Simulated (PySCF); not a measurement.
Molecule: F2GeClH, in a box.

```
F Ge Cl H
1.0
    12.00000    0.00000    0.00000
     0.00000   12.00000    0.00000
     0.00000    0.00000   12.00000
F Ge Cl H
2 1 1 1
Cartesian
  7.3608 6.8298 5.7095
  4.6593 7.4318 5.8621
  5.7915 6.0988 6.0375
  5.4100 4.6707 4.5656
  5.8027 5.5659 7.4954
```

The cell isn't the ideal one: atoms moved at random, drawn with an rms of 0.05 Å.

Base run:

| Item | Value |
| --- | --- |
| Program | PySCF 2.14.0 |
| Functional | PBE |
| Potentials or basis | pob-tzvp-rev2 (all-electron) |
| k mesh | 1 × 1 × 1 |
| Occupations | fixed |
| Spin | no spin polarisation |

Its results: gap between the frontier levels 6.56 eV.

Problem. The run is repeated on the same cell with these changes: functional from PBE to TM. What comes out?

Solution. Gap between the frontier levels 6.93 eV.

TM gives the wider gap, since meta-GGAs in the generalised Kohn-Sham scheme recover part of the derivative discontinuity.

Caveats: this is a molecule in a periodic box at the Γ point, so its band gap is the HOMO-LUMO gap; relativity is left out, which matters for the heavier elements; the basis of atomic orbitals isn't converged, which shifts pressures, moduli and gaps.

